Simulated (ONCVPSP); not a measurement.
# Pseudopotential generation for W: ONCV, PBE

Aim: build the potential from the settings below, then test how well it stands in for the atom: other configurations, scattering, ghost states and the plane-wave cutoff that it needs.

The numbers are computed with ONCVPSP 4.0.1 (PBE, scalar-relativistic, spin-unpolarised reference atom).

## (1) Settings

The settings as typed:

```
element                 : tungsten (W, Z = 74)
type                    : optimised norm-conserving Vanderbilt (ONCV)
frozen core             : [Kr] 4d10 4f14
valence charge          : 14
reference configuration : 5s2 5p6 5d4 6s2
partial waves           : 5s+6s: rc 1.50 bohr, ncon 4, nbas 8, qcut 8 1/bohr, 2 projectors; 5p: rc 1.30 bohr, ncon 4, nbas 8, qcut 5.1 1/bohr, 3 projectors, debl 1.7 Ha; 5d: rc 2.75 bohr, ncon 4, nbas 8, qcut 5.8 1/bohr, 2 projectors, debl 3.8 Ha
local potential         : polynomial inside 1.10 bohr (lpopt 5, dvloc0 -1 Ha)
core correction         : not asked for
```

The outer shells as boxes (Hund's rule for the drawing; the calculation is spin-unpolarised):

```
[Kr] core
4d [↑↓][↑↓][↑↓][↑↓][↑↓]
4f [↑↓][↑↓][↑↓][↑↓][↑↓][↑↓][↑↓]
5s [↑↓]
5p [↑↓][↑↓][↑↓]
5d [↑ ][↑ ][↑ ][↑ ][  ]
6s [↑↓]
```

An earlier all-electron run gives the scale for the radii.

All-electron outer shells of the reference configuration (PBE, scalar-relativistic, ld1.x):

| shell | level (eV) | outermost node (bohr) | outermost maximum (bohr) |
| --- | --- | --- | --- |
| 5s | -79.07 | 0.53 | 0.96 |
| 5p | -43.20 | 0.57 | 1.09 |
| 4f | -33.21 | – | 0.43 |
| 6s | -5.71 | 1.28 | 2.67 |
| 5d | -4.48 | 0.63 | 1.49 |
| 6p | -1.36 | 1.54 | 3.75 |

## (2) Generation

Contents of W.dat:

```
# ATOM AND REFERENCE CONFIGURATION
# atsym  z   nc   nv     iexc    psfile
  W 74.00   10    4        4      upf
#
#   n    l    f
    1    0    2.00
    2    0    2.00
    2    1    6.00
    3    0    2.00
    3    1    6.00
    3    2   10.00
    4    0    2.00
    4    1    6.00
    4    2   10.00
    4    3   14.00
    5    0    2.00
    5    1    6.00
    5    2    4.00
    6    0    2.00
#
# PSEUDOPOTENTIAL AND OPTIMIZATION
# lmax
    2
#
#   l,   rc,      ep,       ncon, nbas, qcut
    0    1.50    0.00    4    8    8.00
    1    1.30    0.00    4    8    5.10
    2    2.75    0.00    4    8    5.80
#
# LOCAL POTENTIAL
# lloc, lpopt,  rc(5),   dvloc0
    4    5    1.10   -1.00
#
# VANDERBILT-KLEINMAN-BYLANDER PROJECTORs
# l, nproj, debl
    0    2    4.00
    1    3    1.70
    2    2    3.80
#
# MODEL CORE CHARGE
# icmod, fcfact, rcfact
    0    0.00    0.00
#
# LOG DERIVATIVE ANALYSIS
# epsh1, epsh2, depsh
   -4.00    5.00    0.02
#
# OUTPUT GRID
# rlmax, drl
    6.00    0.01
#
# TEST CONFIGURATIONS
# ncnf
    4
# nvcnf
#   n    l    f
    4
    5    0    2.00
    5    1    6.00
    5    2    4.00
    6    0    1.00
#
    4
    5    0    2.00
    5    1    6.00
    5    2    4.00
    6    0    0.00
#
    4
    5    0    2.00
    5    1    6.00
    5    2    3.00
    6    0    0.00
#
    5
    5    0    2.00
    5    1    6.00
    5    2    4.00
    6    0    0.00
    6    1    2.00
#
```

The run is started by

```
$ oncvpsp.x < W.dat > W.out
```

Q: Predict the outcome of this session. Wanted: cutoffs for 1 and 0.1 mHa per electron, occupied waves; bound ghosts; GHOST(+) flags; largest test error; largest phase difference near zero energy, channels read.

As calculated:

| quantity | value |
| --- | --- |
| cutoffs for 1 and 0.1 mHa per electron, occupied waves | 108 Ha and 127 Ha |
| bound ghosts | p at -1707.65 eV |
| GHOST(+) flags | s at 81 eV, p at 436 eV |
| largest test error (AE − PS) | -2.6 meV, for 5s2 5p6 5d3 6s0 |
| largest phase difference near zero energy, channels read | 0.003 rad |

**Reading.** A bound ghost (p) makes it unfit for use: electrons can fall into a state that the atom doesn't have. The worst unpolarised test, 5s2 5p6 5d3 6s0, is off by 2.6 meV on 49.9 eV; by total energies transferability rates as very good. Atomic tests can pass in spite of a ghost, since they solve only for the levels asked. The potential is very hard: the looser tolerance needs 108 Ha. The 5p wave sets it; 5s needs 25 Ha. Near zero energy the phases of the channels with partial waves agree within 0.003 rad. The program also flags highly localised states, GHOST(+) (s, p). Note that the frozen 4f shell (-33 eV) lies no deeper than the valence 5s shell (-79 eV). All of this concerns the isolated atom, not yet a solid.
